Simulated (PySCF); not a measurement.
# Ways to converge the SCF of IrCl3⁺ (quartet)

Aim: find out which solver settings change the answer for IrCl3⁺ (quartet).

Program: PySCF 2.14.0. Level of theory: each script names its method and basis. These are calculated values, not measurements.

5 further runs of the same task are left out: 1 for a known fault of the program, 4 that didn't finish.

## 1. The system as given

IrCl3⁺ (quartet): 4 atoms, charge 1, spin multiplicity 4.

Bond lengths: Ir1–Cl2 2.201 Å, Ir1–Cl3 2.163 Å, Ir1–Cl4 2.201 Å. Angles: Cl2–Ir1–Cl3 106.3°, Cl2–Ir1–Cl4 147.3°, Cl3–Ir1–Cl4 106.3°.

## 2. The run that the others are compared with

input.py reads:

```python
from pyscf import gto, dft

mol = gto.M(
    atom='Ir 0.0531 -0.0946 0; Cl 2.1975 0.3995 0; Cl -1.0057 1.7917 0; Cl -1.4856 -1.6679 0',
    basis='sbkjc',
    ecp={'Ir': 'sbkjc', 'Cl': 'sbkjc'},
    charge=1,
    spin=3,
    verbose=4,
)
mf = dft.UKS(mol, xc='scan')
mf.kernel()
mf.dip_moment()
print('orbital energies (hartree):', [e[max(0, n-3):n+3].round(4) for e, n in zip(mf.mo_energy, mol.nelec)])
```

On the command line:

```sh
OMP_NUM_THREADS=1 python input.py
```

The log of this run is left out.

In short: E(SCF) = -149.302887 Eh, ⟨S²⟩ = 3.757.

The dipole of an ion depends on the origin. No search for the lowest state was made; open d or f shells can end in a higher solution. The quartet is typed in the script; nothing here shows that it is the ground state.

## 3. DIIS space 20

Run 1 changes DIIS space: default → 20.

input.py reads:

```python
from pyscf import gto, dft

mol = gto.M(
    atom='Ir 0.0531 -0.0946 0; Cl 2.1975 0.3995 0; Cl -1.0057 1.7917 0; Cl -1.4856 -1.6679 0',
    basis='sbkjc',
    ecp={'Ir': 'sbkjc', 'Cl': 'sbkjc'},
    charge=1,
    spin=3,
    verbose=4,
)
mf = dft.UKS(mol, xc='scan')
mf.diis_space = 20
mf.kernel()
mf.dip_moment()
print('orbital energies (hartree):', [e[max(0, n-3):n+3].round(4) for e, n in zip(mf.mo_energy, mol.nelec)])
```

On the command line:

```sh
OMP_NUM_THREADS=1 python input.py
```

## 4. Point-group symmetry on

Run 2 changes point-group symmetry: off → on.

Changes to input.py since step 2:

```diff
@@ -8,2 +8,3 @@
     spin=3,
+    symmetry=True,
     verbose=4,
```

Before running it: what results should come out? Wanted: for each run, E(SCF); from base; gap, α spin.

The runs gave:

| run | E(SCF) (hartree) | from base (eV) | cycles | gap, α spin (eV) |
| --- | --- | --- | --- | --- |
| base | -149.302887 | 0 | 18 | 1.34 |
| DIIS space 20 | -149.302887 | 0.0000 | 18 | 1.34 |
| point-group symmetry on | -149.302887 | 0.0000 | 18 | 1.34 |

Distance from each run's final energy (log10 hartree) by cycle:

| run | cycle 1 | cycle 2 | cycle 3 | cycle 5 | cycle 8 | cycle 12 |
| --- | --- | --- | --- | --- | --- | --- |
| base | 1.0 | 1.4 | 0.7 | 0.4 | -1.0 | -3.8 |
| DIIS space 20 | 1.0 | 1.4 | 0.7 | 0.4 | -1.0 | -4.0 |
| point-group symmetry on | 1.0 | 1.4 | 0.7 | 0.4 | -1.0 | -3.8 |

What this shows: With DIIS space 20 or point-group symmetry on the SCF ends at the base energy. With DIIS space 20, point-group symmetry on the path hardly changes: 18 cycles against 18.
